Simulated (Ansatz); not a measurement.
# AgAu: strong compression

The task here is to estimate one member of a computed series from the others.

Method: DFT LDA, with the methods named in each step, in Ansatz 0.2.0.

1 further run of the same task is left out (it didn't finish).

## The starting structure

The structure is trigonal, space group R-3m (No. 166). The conventional cell has a = 2.915 Å, b = 2.915 Å, c = 14.192 Å, α = 90.00°, β = 90.00°, γ = 120.00°. Around Ag (site symmetry -3m) lie 6 Au at 2.90 Å and 6 Ag at 2.92 Å. Au (site symmetry -3m) has 6 Ag at 2.90 Å and 6 Au at 2.92 Å as nearest neighbours.

Structure file:

```xyz
2
Lattice="1.4576 0.8415 4.7306 -1.4576 0.8415 4.7306 0.0000 -1.6831 4.7306" Properties=species:S:1:pos:R:3 pbc="T T T"
Ag    0.0000    0.0000    0.0000
Au    0.0000    0.0000    7.0960
```

Whether this phase is the stable one at these pressures isn't tested.

Atoms are numbered in the order of the input: Ag1, Au2.

Set-up of the first run:

input.yaml

```yaml
crystal:
  lattice:
    - [1.4575878671, 0.8415387474, 4.7306410783]
    - [-1.4575878671, 0.8415387474, 4.7306410783]
    - [0.0, -1.6830774949, 4.7306410783]
  atoms:
    - { symbol: Ag, position: [0.0, 0.0, 0.0] }
    - { symbol: Au, position: [0.5, 0.5, 0.5] }
kpoints:
  mp_grid: { grid: [14, 14, 14] }
  band_path:
    path:
      - [0.0, 0.0, 0.0]
      - [0.5, 0.5, 0.5]
      - [0.8122365143, 0.1877634857, 0.5]
      - [0.5, -0.1877634857, 0.1877634857]
      - [0.5, 0.0, 0.0]
      - [0.0, 0.0, 0.0]
      - [0.3438817429, -0.3438817429, 0.0]
      - [0.6561182571, 0.0, 0.3438817429]
      - [0.5, 0.0, 0.5]
    npoints: 14
scf:
  occupations: { method: fermi_dirac, width: 0.05 }
hamiltonian:
  xc: lda
  pseudopotentials: { kind: all_electron, lapw: { basis_error: 0.001 } }
output:
  forces: true
  stress: true
  eigenvalues: true
  populations: true
```

Started as:

```sh
> ansatz run input.yaml --threads 1 --pin off --max-ram 2048MiB --backend cpu --events-out ev --progress --plain --runs-dir out
```

Steps of the session up to this table: The reference volume, LAPW; Volume scaled by 1, crystal datasets; Volume scaled by 0.6, LAPW; Volume scaled by 0.5, LAPW; Volume scaled by 0.4, LAPW.

One of the session's tables, all rows but one given; the rest of the session is left out.

```
          method  volume over the first  volume (Å³/atom)  pressure (GPa)
            LAPW                      1            17.408           -9.19
            LAPW                    0.6            10.445          249.65
            LAPW                    0.5                 ?               ?
            LAPW                    0.4             6.963         1337.66
             PAW                      1            17.408           -9.20
             PAW                    0.6            10.445          249.55
             PAW                    0.5             8.704          564.76
             PAW                    0.4             6.963         1337.75
crystal datasets                      1            17.408           -9.19
```

Q: Estimate the row for LAPW, 0.5 from the others.

**Answer.** volume (Å³/atom): 8.704; pressure (GPa): 564.81.

To keep in mind: Rows by PAW come from runs of the same series that aren't printed here. Warnings in the runs' records: gradients without spin orbit, crystal datasets made.
